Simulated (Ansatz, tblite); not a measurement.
# The cluster Zn₈H₂₂S₈: a ladder of methods and basis sets

Aim: run the singlet of the cluster Zn₈H₂₂S₈ at one geometry on many levels, and compare frontier levels, spin and run time.

The runs use Ansatz 0.2.0, Gaussian basis; as each input shows.

Levels to be run: GFN1-xTB, GFN2-xTB, PBE-D4/def2-SVP, r2SCAN-D4/def2-SVP, r2SCANh-D4/def2-SVP, B3LYP-D4/def2-SVP, PBE-QIDH/def2-SVP, PBE0-D4/def2-TZVP, PBE-D4/def2-TZVP, MP2/def2-SVP, RPA/def2-SVP.

2 further runs of the same task are left out: 2 set aside as unsound or not needed.

## 1. The structure

The geometry is that of the singlet, from an earlier relaxation (PBE-D4/def2-SVP).

38 atoms, charge 0, spin multiplicity 1.

Bond lengths: Zn1–Zn11 2.734 Å, Zn1–H17 1.565 Å, Zn1–H18 1.604 Å, S2–Zn5 2.541 Å, S2–H19 1.381 Å, S2–H20 1.363 Å, S3–Zn4 2.425 Å, S3–Zn11 2.373 Å, S3–H21 1.361 Å, Zn4–S6 2.537 Å, Zn4–S7 2.426 Å, Zn4–H22 1.569 Å, Zn5–S6 2.436 Å, Zn5–S12 2.453 Å, Zn5–H23 1.561 Å, S6–Zn9 2.437 Å, S6–H24 1.361 Å, S7–Zn14 2.374 Å and more. Angles: Zn11–Zn1–H17 117.1°, Zn11–Zn1–H18 91.4°, H17–Zn1–H18 151.2°, Zn5–S2–H19 90.9°, Zn5–S2–H20 93.3°, H19–S2–H20 91.2°, Zn4–S3–Zn11 119.9°, Zn4–S3–H21 99.9°, Zn11–S3–H21 98.1°, S3–Zn4–S6 93.8°, S3–Zn4–S7 109.3°, S3–Zn4–H22 120.1°, S6–Zn4–S7 93.8°, S6–Zn4–H22 113.2°, S7–Zn4–H22 120.2°, S2–Zn5–S6 96.8°, S2–Zn5–S12 102.2°, S2–Zn5–H23 113.6° and more.

PBE0-D4/def2-SVP was run before; its log isn't repeated, and its numbers join the tables.

## 2. GFN1-xTB

Tight binding, by tblite at 300 K electronic temperature and without a spin-polarisation term:

```python
tblite.interface.Calculator('GFN1-xTB', numbers, positions, charge=0, uhf=0).singlepoint()
```

Energy -1310.1203 eV, HOMO -9.90 eV, LUMO -5.71 eV; 0.091 s.

## 3. GFN2-xTB

Tight binding, by tblite at 300 K electronic temperature and without a spin-polarisation term:

```python
tblite.interface.Calculator('GFN2-xTB', numbers, positions, charge=0, uhf=0).singlepoint()
```

Energy -1140.2767 eV, HOMO -10.60 eV, LUMO -6.78 eV; 0.088 s.

## 4. PBE-D4/def2-SVP

start.molden holds the orbitals of an earlier run on this state, given as this run's starting guess.

in.yaml reads:

```yaml
crystal:
  periodic: [false, false, false]
  atoms:
    - {symbol: Zn, position_ang: [2.431816, -3.789865, -1.461172]}
    - {symbol: S, position_ang: [0.128940, -4.207902, 1.031828]}
    - {symbol: S, position_ang: [-0.092638, -2.338286, -1.743003]}
    - {symbol: Zn, position_ang: [-2.190060, -1.265757, -1.167141]}
    - {symbol: Zn, position_ang: [0.379795, -2.004725, 2.272648]}
    - {symbol: S, position_ang: [-1.524135, -0.880845, 1.250134]}
    - {symbol: S, position_ang: [-2.072368, 1.088626, -1.741585]}
    - {symbol: Zn, position_ang: [-2.063034, 4.016188, -1.451740]}
    - {symbol: Zn, position_ang: [-1.543074, 1.330694, 2.273064]}
    - {symbol: S, position_ang: [-3.576196, 2.216254, 1.034256]}
    - {symbol: Zn, position_ang: [1.934185, -1.107596, -1.639918]}
    - {symbol: S, position_ang: [1.958456, -0.783245, 0.846601]}
    - {symbol: S, position_ang: [1.550767, 0.900077, -2.792382]}
    - {symbol: Zn, position_ang: [0.004826, 2.234021, -1.635477]}
    - {symbol: Zn, position_ang: [2.344640, 1.354130, 1.819806]}
    - {symbol: S, position_ang: [0.301596, 2.090258, 0.847181]}
    - {symbol: H, position_ang: [2.435834, -4.603771, -2.797606]}
    - {symbol: H, position_ang: [2.456825, -3.717740, 0.141001]}
    - {symbol: H, position_ang: [-0.981977, -4.530965, 1.786050]}
    - {symbol: H, position_ang: [0.944621, -4.877511, 1.894332]}
    - {symbol: H, position_ang: [-0.219480, -2.386402, -3.097607]}
    - {symbol: H, position_ang: [-3.541301, -2.047970, -1.317979]}
    - {symbol: H, position_ang: [0.633758, -2.174783, 3.803684]}
    - {symbol: H, position_ang: [-2.537728, -1.463955, 1.947472]}
    - {symbol: H, position_ang: [-2.174123, 1.000112, -3.096377]}
    - {symbol: H, position_ang: [-2.775612, 4.434632, -2.780443]}
    - {symbol: H, position_ang: [-1.982927, 3.985274, 0.150465]}
    - {symbol: H, position_ang: [-1.565453, 1.624472, 3.806355]}
    - {symbol: H, position_ang: [-4.410341, 1.411566, 1.785441]}
    - {symbol: H, position_ang: [-3.747407, 3.254236, 1.901484]}
    - {symbol: H, position_ang: [3.220004, -2.047477, -1.892424]}
    - {symbol: H, position_ang: [3.069103, -1.530226, 1.097346]}
    - {symbol: H, position_ang: [2.721662, 1.577365, -2.622262]}
    - {symbol: H, position_ang: [3.278665, 1.859651, -0.472764]}
    - {symbol: H, position_ang: [-0.167179, 3.816815, -1.894048]}
    - {symbol: H, position_ang: [3.374289, 1.948886, 2.806113]}
    - {symbol: H, position_ang: [3.789337, 2.191166, 0.005248]}
    - {symbol: H, position_ang: [0.205903, 3.424649, 1.103431]}
basis:
  gaussian: {orbitals: def2-SVP, fitting: {mean_field: def2-universal-jkfit}, initial_orbitals: start.molden}
hamiltonian: {xc: pbe, dispersion: d4}
scf: {omitted_lower_state_checks: [starts]}
output: {forces: true, orbitals: {seedname: orbitals}}
```

The run is started by

```bash
ansatz run in.yaml --threads 2 --pin off --events-out ev --progress --plain --max-ram 32768MiB --backend cuda --devices 0, --max-vram 18GiB
```

The runs that follow: r2SCAN-D4/def2-SVP; r2SCANh-D4/def2-SVP; B3LYP-D4/def2-SVP; PBE-QIDH/def2-SVP; PBE0-D4/def2-TZVP; PBE-D4/def2-TZVP; MP2/def2-SVP; RPA/def2-SVP.

Q: Predict the results of all the runs planned. Wanted: gap in def2-SVP, named functionals, smallest and largest; correlation energy, MP2/def2-SVP; binding an atom, functionals in def2-SVP; PBE0 total energy, smallest basis above largest.

**Answer**, as computed:

| quantity | value |
| --- | --- |
| gap in def2-SVP, named functionals, smallest and largest | 3.88 eV (PBE-D4), 5.85 eV (PBE0-D4) |
| correlation energy, MP2/def2-SVP | -100.42 eV |
| binding an atom, functionals in def2-SVP | 2.32 (B3LYP-D4) to 2.43 eV (r2SCAN-D4) |
| PBE0 total energy, smallest basis above largest | 85.42 eV (def2-SVP, def2-TZVP) |

**Reading.** Over the named functionals in def2-SVP the gap runs from 3.88 eV (PBE-D4) to 5.85 eV (PBE0-D4); exact exchange widens it.
